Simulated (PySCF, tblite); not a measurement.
# C₄H₈Se₂Si: geometry, infrared bands and NMR shifts

Aim: predict the infrared bands and NMR shifts of C₄H₈Se₂Si (`CC1=C[Se]C[Si@H]1[SeH]`).

Computed with tblite 0.8.0 and PySCF 2.14.0, with density-fitted response routines of our own, on a single molecule in the gas phase. Atoms are numbered from 0 throughout.

## Step 1: The starting structure

15 atoms, charge 0, multiplicity 1; geometry from: force field or distance geometry start.

Bonds of the start (Å): C0–C1 1.51, C1–C2 1.34, C2–Se3 1.94, Se3–C4 1.94, C4–Si5 1.86, Si5–Se6 2.28, Si5–C1 1.82, C0–H7 1.11, C0–H8 1.11, C0–H9 1.10, C2–H10 1.07, C4–H11 1.11, C4–H12 1.11, Si5–H13 1.47, Se6–H14 1.54.

## Step 2: Geometry optimisation with GFN2-xTB

The job: settings as JSON, then the geometry in Å.

```
{"job": {"kind": "relax", "xc": "GFN2-xTB", "basis": "xTB"}, "charge": 0, "multiplicity": 1}
C      2.167800    -0.059400    -0.211300
C      0.714500    -0.194900     0.170700
C      0.360200    -0.670100     1.377000
Se    -1.532700    -0.727900     1.802000
C     -2.053900    -0.598800    -0.057900
Si    -0.656300     0.237200    -0.950300
Se    -0.948500     2.501100    -0.964500
H      2.254400     0.349700    -1.237500
H      2.674300     0.637300     0.488400
H      2.655200    -1.048100    -0.165400
H      1.084600    -1.000100     2.097100
H     -2.199300    -1.618500    -0.480000
H     -2.992000    -0.006600    -0.159500
H     -0.453100    -0.304500    -2.303200
H     -1.079500     2.511500     0.572400
```

The run is started by

```bash
> OMP_NUM_THREADS=1 python probes_run.py task.json out
```

This one command runs all jobs of the session in turn.

The program printed:

```text
step      E/eV     max force
  0    -563.13959    1.818
  1    -563.27341    0.919
  2    -563.32486    0.528
  3    -563.34875    0.395
  4    -563.36479    0.418
  5    -563.37816    0.391
  6    -563.39184    0.359
  7    -563.40191    0.261
  8    -563.40749    0.156
  9    -563.41177    0.193
 10    -563.41716    0.255
 11    -563.42308    0.238
 12    -563.42772    0.187
 13    -563.43063    0.153
 14    -563.43269    0.107
 15    -563.43468    0.123
 16    -563.43671    0.106
 17    -563.43859    0.120
 18    -563.44026    0.092
 19    -563.44156    0.087
 20    -563.44246    0.073
 21    -563.44311    0.055
 22    -563.44375    0.058
 23    -563.44443    0.072
 24    -563.44510    0.076
 25    -563.44574    0.065
 26    -563.44644    0.064
 27    -563.44724    0.069
 28    -563.44811    0.094
 29    -563.44900    0.091
 30    -563.44994    0.086
 31    -563.45102    0.108
 32    -563.45225    0.094
 33    -563.45351    0.095
 34    -563.45477    0.093
 35    -563.45608    0.094
 36    -563.45739    0.097
 37    -563.45849    0.082
 38    -563.45940    0.082
 39    -563.46042    0.088
 40    -563.46193    0.141
 41    -563.46392    0.150
 42    -563.46583    0.128
 43    -563.46721    0.086
 44    -563.46823    0.093
 45    -563.46947    0.121
 46    -563.47119    0.135
 47    -563.47247    0.116
 48    -563.47375    0.084
 49    -563.47436    0.040
 50    -563.47484    0.043
 51    -563.47515    0.039
 52    -563.47571    0.053
 53    -563.47619    0.054
 54    -563.47681    0.071
 55    -563.47764    0.081
 56    -563.47879    0.103
 57    -563.48002    0.124
 58    -563.48109    0.091
 59    -563.48169    0.094
 60    -563.48193    0.103
 61    -563.48266    0.057
 62    -563.48320    0.047
 63    -563.48402    0.062
 64    -563.48449    0.077
 65    -563.48491    0.063
 66    -563.48537    0.051
 67    -563.48596    0.047
 68    -563.48623    0.044
 69    -563.48644    0.037
 70    -563.48661    0.027
 71    -563.48679    0.036
 72    -563.48698    0.036
 73    -563.48719    0.044
 74    -563.48742    0.036
 75    -563.48763    0.029
 76    -563.48778    0.027
 77    -563.48792    0.033
 78    -563.48810    0.037
 79    -563.48830    0.039
 80    -563.48846    0.031
 81    -563.48857    0.024
 82    -563.48864    0.021
 83    -563.48872    0.018
 84    -563.48879    0.020
 85    -563.48886    0.025
 86    -563.48894    0.029
 87    -563.48907    0.033
 88    -563.48924    0.033
 89    -563.48944    0.027
 90    -563.48962    0.027
 91    -563.48976    0.028
 92    -563.48987    0.027
 93    -563.49001    0.028
 94    -563.49025    0.037
 95    -563.49064    0.057
 96    -563.49121    0.082
 97    -563.49197    0.106
 98    -563.49279    0.119
 99    -563.49376    0.158
100    -563.49519    0.133
101    -563.49741    0.094
102    -563.50012    0.111
103    -563.50165    0.290
104    -563.50418    0.099
105    -563.50567    0.076
106    -563.50677    0.124
107    -563.50783    0.127
108    -563.51001    0.116
109    -563.51148    0.129
110    -563.51225    0.112
111    -563.51345    0.103
112    -563.51434    0.060
113    -563.51507    0.054
114    -563.51644    0.060
115    -563.51692    0.106
116    -563.51768    0.074
117    -563.51836    0.080
118    -563.51950    0.092
119    -563.52051    0.080
120    -563.52139    0.095
121    -563.52176    0.094
122    -563.52230    0.038
123    -563.52250    0.037
124    -563.52270    0.036
125    -563.52288    0.033
126    -563.52303    0.021
127    -563.52313    0.019
128    -563.52321    0.017
129    -563.52326    0.016
130    -563.52331    0.014
131    -563.52334    0.014
132    -563.52339    0.015
133    -563.52344    0.017
134    -563.52349    0.015
135    -563.52353    0.015
136    -563.52359    0.017
137    -563.52369    0.028
138    -563.52386    0.041
139    -563.52408    0.047
140    -563.52430    0.039
141    -563.52448    0.027
142    -563.52463    0.036
143    -563.52481    0.031
144    -563.52498    0.024
145    -563.52509    0.021
146    -563.52515    0.020
147    -563.52525    0.026
148    -563.52541    0.039
149    -563.52566    0.047
150    -563.52594    0.039
151    -563.52619    0.041
152    -563.52624    0.030
153    -563.52638    0.037
154    -563.52643    0.028
155    -563.52649    0.030
156    -563.52653    0.019
157    -563.52659    0.013
158    -563.52665    0.017
159    -563.52668    0.020
160    -563.52673    0.022
161    -563.52679    0.022
162    -563.52689    0.027
163    -563.52699    0.030
164    -563.52710    0.023
165    -563.52721    0.029
166    -563.52732    0.032
167    -563.52741    0.035
168    -563.52751    0.026
169    -563.52757    0.013
170    -563.52758    0.010
171    -563.52760    0.007
```

It took 2.4 s on 1 thread of Arm Neoverse N1, shared host.

Relaxation path: (not every step is listed)

```csv
step,energy from step 0 (eV),largest force (eV/Å)
0,0.0000,1.8185
1,-0.1338,0.9193
2,-0.1853,0.5285
3,-0.2092,0.3955
4,-0.2252,0.4181
5,-0.2386,0.3906
6,-0.2523,0.3589
7,-0.2623,0.2613
8,-0.2679,0.1564
23,-0.3048,0.0719
38,-0.3198,0.0816
53,-0.3366,0.0541
68,-0.3466,0.0445
83,-0.3491,0.0184
98,-0.3532,0.1192
113,-0.3755,0.0541
128,-0.3836,0.0173
143,-0.3852,0.0307
158,-0.3871,0.0171
166,-0.3877,0.0319
167,-0.3878,0.0347
168,-0.3879,0.0262
169,-0.3880,0.0127
170,-0.3880,0.0105
171,-0.3880,0.0073
```

Distances of close pairs at the start and the end, largest changes first:

```csv
bond,before (Å),after (Å),change (Å)
Se6–H14,1.543,1.435,-0.107
C1–Si5,1.823,1.880,+0.057
C2–Se3,1.941,1.884,-0.057
C4–Si5,1.857,1.912,+0.055
Se3–C4,1.936,1.965,+0.029
C4–H11,1.113,1.087,-0.026
C4–H12,1.114,1.089,-0.025
C0–H8,1.110,1.088,-0.022
```

The end geometry stands in the next job.

## Step 3: Vibrational analysis with GFN2-xTB

The job: settings as JSON, then the geometry in Å.

```
{"job": {"kind": "ir", "xc": "GFN2-xTB", "basis": "xTB"}, "charge": 0, "multiplicity": 1}
C      2.165968     0.138112    -0.053046
C      0.757184    -0.270855     0.233874
C      0.391366    -0.894709     1.356468
Se    -1.398282    -1.376203     1.697162
C     -2.123509    -0.559404     0.063719
Si    -0.643741     0.060727    -0.975436
Se    -0.847145     2.279552    -1.537106
H      2.204029     1.201463    -0.288761
H      2.817273    -0.059561     0.795406
H      2.543136    -0.403850    -0.919713
H      1.078549    -1.167538     2.146356
H     -2.699777    -1.321952    -0.454257
H     -2.804301     0.234625     0.367523
H     -0.541820    -0.629920    -2.261997
H     -0.903345     2.777505    -0.192103
```

The program printed:

```text
mode    cm-1     km/mol
  1      34.9      2.44
  2      77.2      0.63
  3     111.2     17.44
  4     121.5      0.57
  5     129.0      1.76
  6     203.3      0.08
  7     236.7      4.82
  8     265.0      3.57
  9     348.1      5.13
 10     375.1     23.58
 11     397.5     25.22
 12     534.6     12.89
 13     542.9     80.08
 14     590.8     30.78
 15     605.3    105.59
 16     658.5     90.36
 17     699.4    144.56
 18     720.0    104.90
 19     748.6     82.07
 20     797.4     28.26
 21     995.8     11.35
 22    1010.4     24.24
 23    1021.3      0.93
 24    1097.6     34.70
 25    1118.0      8.38
 26    1221.2      6.57
 27    1399.7      2.83
 28    1419.8      7.01
 29    1471.1      7.87
 30    1476.1      2.00
 31    1590.6     77.87
 32    2084.2    313.97
 33    2249.1    300.98
 34    2977.8     11.92
 35    2996.5     17.12
 36    3000.0      7.51
 37    3010.8     17.06
 38    3031.6     11.99
 39    3037.8     35.71
```

Run time: 1.1 s. Hardware: 1 thread of Arm Neoverse N1, shared host.

The strongest bands and the atoms that carry them (share of the mass-weighted mode):

```csv
cm⁻¹,km/mol,atoms
543,80.1,"H14 66 %, H13 21 %"
605,105.6,"C2 23 %, H13 22 %, Si5 21 %, C4 17 %"
658,90.4,"H13 39 %, H14 22 %"
699,144.6,"H12 27 %, C4 25 %, H11 22 %, H13 19 %"
720,104.9,"C4 29 %, Si5 23 %, C2 13 %"
749,82.1,"C2 26 %, Si5 20 %, C4 19 %"
2084,314.0,H14 98 %
2249,301.0,H13 96 %
```

## Step 4: Nuclear shieldings: PBE0/pcSseg-1

The job, as its differences from that of step 3:

```diff
@@ -1,2 +1,2 @@
-{"job": {"kind": "ir", "xc": "GFN2-xTB", "basis": "xTB"}, "charge": 0, "multiplicity": 1}
+{"job": {"kind": "nmr", "xc": "PBE0", "basis": "pcSseg-1"}, "charge": 0, "multiplicity": 1}
 C      2.165968     0.138112    -0.053046
```

Level: GIAO PBE0/pcSseg-1 NMR shielding, non-relativistic, gas phase.

The program printed:

```text
coarse grid: 61576 points
cycle   1  E = -5248.3860824007  dE = -1.229e+00  |g| = 9.913e-01  |ddm| = 3.965e+00
cycle   2  E = -5248.3746418403  dE =  1.144e-02  |g| = 6.963e-01  |ddm| = 8.254e-01
cycle   3  E = -5248.4253507041  dE = -5.071e-02  |g| = 2.693e-01  |ddm| = 7.463e-01
cycle   4  E = -5248.4425384459  dE = -1.719e-02  |g| = 7.550e-02  |ddm| = 3.537e-01
cycle   5  E = -5248.4439616349  dE = -1.423e-03  |g| = 2.010e-02  |ddm| = 8.872e-02
cycle   6  E = -5248.4440627866  dE = -1.012e-04  |g| = 4.927e-03  |ddm| = 2.291e-02
cycle   7  E = -5248.4440687110  dE = -5.924e-06  |g| = 1.634e-03  |ddm| = 6.570e-03
final grid: 125888 points
cycle   8  E = -5248.4440744030  dE =  6.141e-07  |g| = 2.270e-03  |ddm| = 4.518e-03
cycle   9  E = -5248.4440724060  dE =  1.997e-06  |g| = 3.538e-03  |ddm| = 5.751e-03
cycle  10  E = -5248.4440757430  dE = -3.337e-06  |g| = 4.091e-04  |ddm| = 3.591e-03
cycle  11  E = -5248.4440757876  dE = -4.462e-08  |g| = 4.511e-05  |ddm| = 4.243e-04
cycle  12  E = -5248.4440757882  dE = -5.766e-10  |g| = 1.533e-05  |ddm| = 7.034e-05
converged SCF energy = -5248.4440757882

GIAO shielding tensors (ppm)
atom      isotropic    diamagn.    paramagn.     s11        s22        s33       span
  0 C      165.378     244.275     -78.897    149.511    160.245    186.379     36.868
  1 C       50.319     262.730    -212.411    -46.866     46.172    151.652    198.518
  2 C       34.060     252.394    -218.334    -65.145     47.123    120.203    185.349
  3 Se    1399.478    2997.215   -1597.736    978.660   1157.168   2062.607   1083.947
  4 C      170.973     253.921     -82.947    146.742    174.682    191.496     44.754
  5 Si     328.295     879.584    -551.289    236.300    345.797    402.789    166.489
  6 Se    2142.095    3001.349    -859.254   1979.544   2006.984   2439.755    460.211
  7 H       29.372      28.876       0.496     23.615     30.343     34.159     10.544
  8 H       29.617      28.924       0.693     25.131     28.400     35.319     10.188
  9 H       29.733      28.051       1.681     25.596     27.392     36.211     10.614
 10 H       24.788      31.739      -6.951     22.265     24.912     27.187      4.922
 11 H       29.367      29.578      -0.211     22.674     27.808     37.620     14.946
 12 H       29.584      30.492      -0.908     23.262     28.172     37.319     14.057
 13 H       25.910      28.353      -2.442     22.644     23.895     31.192      8.549
 14 H       31.336      31.433      -0.097     21.627     26.955     45.427     23.800
```

Wall time 83 s (1 thread of Arm Neoverse N1, shared host); peak memory 0.9 GiB.

Shifts follow as δ = σ(reference) − σ, with reference shieldings (ppm) from runs at the same level and on the same kind of geometry: ¹H TMS 31.72, ¹³C TMS 186.9, ²⁹Si TMS 349.2, ⁷⁷Se Me2Se 1758. The references are single molecules in the gas phase. Atoms listed in one row are averaged.

```csv
atoms,environment,σ (ppm),δ (ppm)
C2,alkene CH,34.1,152.9
C1,fully substituted alkene carbon,50.3,136.6
C0,allylic methyl carbon,165.4,21.5
C4,sp3 CH2 bonded to Se and Si,171.0,16.0
H10,hydrogen on an alkene CH,24.79,6.93
H13,"hydrogen on a silicon bonded to 2 C, Se, in a 5-membered ring",25.91,5.81
H11,hydrogen on an sp3 CH2 bonded to Se and Si,29.37,2.35
"H7, H8, H9",hydrogen on an allylic methyl carbon,29.57,2.14
H12,hydrogen on an sp3 CH2 bonded to Se and Si,29.58,2.13
H14,hydrogen on a selenium bonded to Si,31.34,0.38
Se3,"selenium bonded to 2 C, in a 5-membered ring",1399,359
Se6,"selenium bonded to Si, H",2142,-384
Si5,"silicon bonded to 2 C, Se, H, in a 5-membered ring",328.3,20.9
```

The run also stored atomic charges by several schemes (e):

```csv
atoms,Mulliken,IAO,Hirshfeld,ESP fit
C0,-0.16,-0.41,-0.12,-0.25
C1,-0.55,-0.29,-0.11,0.08
C2,-0.13,-0.28,-0.08,-0.42
Se3,-0.01,0.22,0.05,-0.02
C4,-0.60,-0.67,-0.18,-0.46
Si5,0.94,0.77,0.32,0.26
Se6,-0.42,-0.23,-0.09,-0.28
```

Mayer bond orders: C0–C1 1.05, C1–C2 1.77, C2–Se3 1.08, Se3–C4 1.02, C4–Si5 0.83, Si5–Se6 0.97, Si5–C1 0.87.

Ring of atoms C1, C2, Se3, C4, Si5: NICS(0) -4.9, NICS(1) -2.8, NICS(1)zz 0.1 ppm (means of both faces).

## Step 5: Results

```
                                                              quantity                                   value
                             strongest single infrared mode (GFN2-xTB)                   2084 cm⁻¹, 314 km/mol
                                          zero-point energy (GFN2-xTB)                           63.5 kcal/mol
                                ¹³C shifts against TMS (PBE0/pcSseg-1)            152.9, 136.6, 21.5, 16.0 ppm
¹H shifts against TMS (PBE0/pcSseg-1, means over atoms taken as alike)  6.93, 5.81, 2.35, 2.14, 2.13, 0.38 ppm
                             ⁷⁷Se shifts against Me2Se (PBE0/pcSseg-1)                           359, -384 ppm
                               ²⁹Si shifts against TMS (PBE0/pcSseg-1)                                20.9 ppm
```

What this shows: Relaxing lowered the energy by 0.388 eV in 171 steps; the close pair that moved most is Se6–H14, from 1.543 to 1.435 Å. No mode is imaginary among the 39: a minimum at this level. The strongest single mode, at 2084 cm⁻¹, moves mainly H14. GFN2-xTB is a fitted tight-binding method: band positions and strengths are rough. Its intensities can rank the bands wrongly. H10 (hydrogen on an alkene CH) lies farthest downfield among hydrogen, at 6.93 ppm; olefinic region. At PBE0/pcSseg-1: The largest span, 1084 ppm, is at Se3, where the paramagnetic term is -1598 ppm. Spin-orbit coupling is left out, which matters for shieldings and couplings at and beside the heavy atoms.
